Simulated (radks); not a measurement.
# Rb in [Kr] 5s1: an all-electron calculation

The task here is to estimate one member of a computed series from the others.

The numbers are computed with radks (a radial shooting solver on a logarithmic mesh, Libxc functionals) version 1 (scalar-relativistic Kohn-Sham, PBE, spin-polarised, spherical densities, finite nucleus; open shells are filled with parallel spins first), except any that are marked as measured or tabulated.

### The atom as given

| Property | Result |
| --- | --- |
| element | rubidium (Z = 37) |
| charge | 0 |
| electrons | 37 |
| configuration | [Kr] 5s1 |
| nuclear rms radius | 4.2036 fm |

The outer shells:

Rb
```
[Kr] core
5s [↑ ]
```

The first run:

The run's settings:

```text
Z 37
configuration [Kr] 5s1
relativity scalar-relativistic
functional pbe,pbe
spin polarised
nucleus finite rms 4.2036 fm
c 137.035999084
```

The run is started by

```bash
$ python run_ks.py task.json out
```

The same process makes all the runs of this session.

One of the session's tables, all rows but one given; the rest of the session is left out.

It belongs to the step «Shells». From the orbitals of this run (lengths in bohr):

```
  level      <r>  outermost maximum (interpolated)  90 % within  nodes
  1s up  0.04029                            0.0263       0.0721      0
1s down  0.04029                            0.0263       0.0721      0
  2s up   0.1778                             0.150        0.275      1
2s down   0.1778                             0.150        0.275      1
  2p up   0.1551                             0.120        0.253      0
2p down   0.1551                             0.120        0.253      0
  3s up   0.5106                             0.451        0.758      2
3s down   0.5106                             0.451        0.758      2
  3p up   0.5188                             0.446        0.789      1
3p down   0.5187                             0.446        0.789      1
  3d up   0.5254                             0.393        0.856      0
3d down   0.5253                             0.393        0.856      0
  4s up    1.456                              1.26         2.15      3
4s down    1.455                              1.26         2.15      3
  4p up        ?                                 ?            ?      ?
4p down    1.723                              1.43         2.61      2
  5s up    5.171                              4.38         7.76      4
```

**Question.** Estimate the row for 4p up.

The run gave: <r>: 1.731; outermost maximum (interpolated): 1.43; 90 % within: 2.63; nodes: 2. In the column «<r>» it lies between 4p down (1.723) and 5s up (5.171).
